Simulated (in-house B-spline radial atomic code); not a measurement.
**Tl⁵⁶⁺: excited configurations**

How much energy does it take to promote electrons of Tl⁵⁶⁺ to other shells? Each configuration is solved by itself and compared with the reference.

Method: Dirac-Hartree-Fock, average of configuration, Fermi nucleus, basis-set limit. Code: in-house B-spline radial atomic code version 1.

## (1) Starting point

* element: thallium (Z = 81)
* charge: +56
* electrons: 25
* configuration: [Ar] 3d7
* Hamiltonian: Dirac-Coulomb
* nucleus: Fermi, rms radius 5.476 fm

Outer shells as boxes (Hund's rule):

[Ar] 3d7
```
[Ar] core
3d [↑↓][↑↓][↑ ][↑ ][↑ ]
```

The boxes draw the filling by Hund's rule, which heavy ions in jj coupling don't follow; these runs average over all states of the configuration.

The run's settings:

```ini
Z = 81
electrons = 25.0
configuration = [Ar] 3d7
hamiltonian = dirac
method = hf
spin_polarised = False
nucleus = fermi
rms_radius = 5.4759
mass_number = 205
atomic_mass = 204.974427318
speed_of_light = 137.035999084
```

The reference is known from an earlier run: -17492.625190 hartree in all. Up to eight levels, counted from the top:

```tsv
orbital	occupation	energy (eV)	<r> (bohr)
2s1/2	2	-18972.6	0.06774
2p1/2	2	-18344.9	0.05569
2p3/2	4	-16258.0	0.06433
3s1/2	2	-6959.16	0.1710
3p1/2	2	-6689.31	0.1613
3p3/2	4	-6181.83	0.1752
3d3/2	2.8	-5791.00	0.1512
3d5/2	4.2	-5680.73	0.1555
```

## (2) Configuration [Ne] 3s2 3p4 3d8 5s1

The run's settings:

```ini
Z = 81
electrons = 25.0
configuration = [Ne] 3s2 3p4 3d8 5s1
hamiltonian = dirac
method = hf
spin_polarised = False
nucleus = fermi
rms_radius = 5.4759
mass_number = 205
atomic_mass = 204.974427318
speed_of_light = 137.035999084
```

Before running: How far above the reference does each configuration lie (order and size, in eV)?

The runs gave:

| net move | configuration | energy above the reference (eV) | with Breit, QED, recoil (eV) | largest <r> (bohr) |
| --- | --- | --- | --- | --- |
| 2×3p → 3d, 5s | [Ne] 3s2 3p4 3d8 5s1 | 4848.07 | 4834.81 | 0.545 |

What this shows: The promotion costs 4848.07 eV. These are averages over configurations, without correlation, not spectroscopic levels.
